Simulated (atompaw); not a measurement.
# A PAW (atompaw) potential for nitrogen, from input to tests

Do these settings give a usable potential? It is generated, then checked for scattering, ghosts and hardness.

Method: atompaw 4.2.0.5, PBEsol, scalar-relativistic.

## 1. Settings

Typed settings, in words:

- element: nitrogen (N, Z = 7)
- type: PAW
- frozen core: [He]
- valence charge: 5
- reference configuration: 2s2 2p3
- partial waves: 2s (bound); 2s channel at -0.6 Ry; 2p (bound); 2p channel at 3.1 Ry; 3d channel at 0.3 Ry; 3d channel at 2.9 Ry
- local potential: vpsmatchnc scheme with l = 3 at 1 Ry, radius 1.45 bohr
- core correction: smooth core density matched at 0.90 bohr
- augmentation charge: sinc compensation charge, radius 1.55 bohr; PAW radius 1.65 bohr; waves and projectors: bloechl

## 2. Generating the potential

N.input

```
N 7
GGA-PBESOL scalarrelativistic loggrid 1500 logderivrange -3 5 201
2 2 0 0 0 0
2 1 3
0 0 0
c
v
v
2
1.65 1.55 1.45 0.90
y
-0.6
n
y
3.1
n
y
0.3
y
2.9
n
bloechl sinc
3 1 vpsmatchnc
PWSCFOUT
UPFDX 0.0125d0 UPFXMIN -7.d0 UPFZMESH 7.d0
END
```

Run with:

```
$ atompaw < N.input > N.log
```

Q: Predict the outcome of this session. Wanted: cutoffs for 10 and 1 mRy, occupied levels; bound ghosts; largest phase difference near zero energy, channels read; lowest eigenvalue of the overlap; share of valence orbitals outside the PAW sphere; UPF file.

The runs gave:

```
                                                quantity             value
               cutoffs for 10 and 1 mRy, occupied levels   45 Ry and 70 Ry
                                            bound ghosts        none found
largest phase difference near zero energy, channels read         2.515 rad
         lowest eigenvalue of the overlap (Bessel basis)         0.004 (s)
        share of valence orbitals outside the PAW sphere  2s 24 %, 2p 34 %
                                                UPF file           written
```

What this shows: The overlap operator is nearly singular (0.004). By its cutoff, 45 Ry for the looser tolerance, it is of middling hardness. The slowest occupied level is 2p: taken alone it needs 55 Ry to come within 1 mRy, against 25 Ry for 2s. It is free of bound ghosts as far as tested. Of the channels read, s scatters worst near zero energy, by up to 2.51 rad (at the energies tabulated). The pseudo curves have a pole with no partner nearby in the atom's: s at 0.92 Ry. At positive energy that is a spurious or a displaced resonance. These are tests on the free atom; a crystal test is still owed.
